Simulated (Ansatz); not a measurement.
# H₅NSSi + H₂: a complex and its separated parts

Aim: how far the complex at one end of a reaction step lies below its separated, relaxed parts, level by level.

Program: Ansatz 0.2.0, Gaussian basis. Level of theory: PBE0-D4/def2-TZVP structures, single points in def2-TZVPP, no counterpoise correction. These are calculated values, not measurements.

Levels: SPW92, PBE-D4, BLYP-D4, r2SCAN-D4, B97M-V, PBE0-D4, B3LYP-D4, r2SCAN0-D4, BHLYP-D4, CAM-B3LYP-D4, wB97X-V, wB97M-V, B2PLYP, PBE-QIDH, RPA on PBE, Hartree-Fock, MP2, CCSD, CCSD(T).

Correlated methods freeze the cores. B3LYP uses VWN-RPA correlation. B2PLYP carries no dispersion term here.

21 further runs of the same task are left out: 21 set aside as unsound or not needed.

### Step 1. The starting structure

The complex: 10 atoms, charge 0, spin multiplicity 1.

Atoms are counted from 1 here; the program's logs count them from 0.

Bond lengths: Si1–H3 1.488 Å, Si1–H4 1.484 Å, Si1–N5 1.707 Å, Si1–S7 2.137 Å, H2–H6 0.748 Å, N5–H8 1.006 Å, N5–H9 1.006 Å, S7–H10 1.344 Å. Angles: H3–Si1–H4 109.5°, H3–Si1–N5 116.6°, H3–Si1–S7 101.4°, H4–Si1–N5 105.5°, H4–Si1–S7 112.9°, N5–Si1–S7 111.2°, Si1–N5–H8 122.4°, Si1–N5–H9 121.0°, H8–N5–H9 112.7°, Si1–S7–H10 94.5°.

As a file:

```xyz
10
H7NSSi
Si   -1.0843    0.4536   -0.0747
H     2.0965   -2.1999   -0.5093
H    -1.9713   -0.6147   -0.6086
H    -1.9097    1.5918    0.4010
N    -0.0875    0.0306    1.2443
H     1.8351   -1.5965   -0.8653
S     0.0805    0.9352   -1.8002
H     0.5743   -0.7258    1.1985
H    -0.3524    0.2589    2.1873
H     0.8186    1.8667   -1.1729
```

Its parts: H₅NSSi holds atoms 1, 3, 4, 5, 7, 8, 9, 10; H₂ holds atoms 2, 6. Each part counts its atoms afresh in its own runs.

### Step 2. Relaxing H₅NSSi alone

Contents of relax-a/in.yaml:

```yaml
crystal:
  periodic: [false, false, false]
  atoms:
    - {symbol: Si, position_ang: [-1.084283, 0.453582, -0.074706]}
    - {symbol: H, position_ang: [-1.971326, -0.614687, -0.608630]}
    - {symbol: H, position_ang: [-1.909650, 1.591783, 0.401017]}
    - {symbol: N, position_ang: [-0.087463, 0.030599, 1.244270]}
    - {symbol: S, position_ang: [0.080549, 0.935179, -1.800205]}
    - {symbol: H, position_ang: [0.574257, -0.725828, 1.198453]}
    - {symbol: H, position_ang: [-0.352359, 0.258946, 2.187310]}
    - {symbol: H, position_ang: [0.818639, 1.866749, -1.172873]}
basis:
  gaussian: {orbitals: def2-TZVP}
hamiltonian: {xc: pbe0, dispersion: d4}
relax: {f_tol: 0.005, max_steps: 200}
```

The command line of these runs was not kept.

After this run come: Relaxing H₂ alone; wB97M-V/def2-TZVPP; CCSD(T)/def2-TZVPP; Vibrations of H₅NSSi; Vibrations of H₂.

**Question.** What will these runs give? Wanted: complex less parts, CCSD(T)/def2-TZVPP; with zero-point energy; largest T1 diagnostic.

**Answer**, as computed:

| quantity | value |
| --- | --- |
| complex less parts, CCSD(T)/def2-TZVPP | -2.69 kJ/mol |
| with zero-point energy | +1.98 kJ/mol |
| largest T1 diagnostic | 0.010 |

In words: At CCSD(T) the complex lies 2.69 kJ/mol below its parts. Among the functionals r2SCAN-D4 lands nearest to CCSD(T) (0.00 kJ/mol) and SPW92 farthest (-4.88 kJ/mol). By rung, the mean size of the error is: LDA 4.88, GGA 1.54, meta-GGA 0.53, hybrid 1.09, range-separated hybrid 1.00, double hybrid 0.83 kJ/mol. PBE-D4 gives a relative energy 2.45 kJ/mol too low, an error of 91 % of the reference. No counterpoise was applied, and triple zeta lacks some correlation, so the CCSD(T) reference has a basis error of its own, and close matches with it are partly luck.
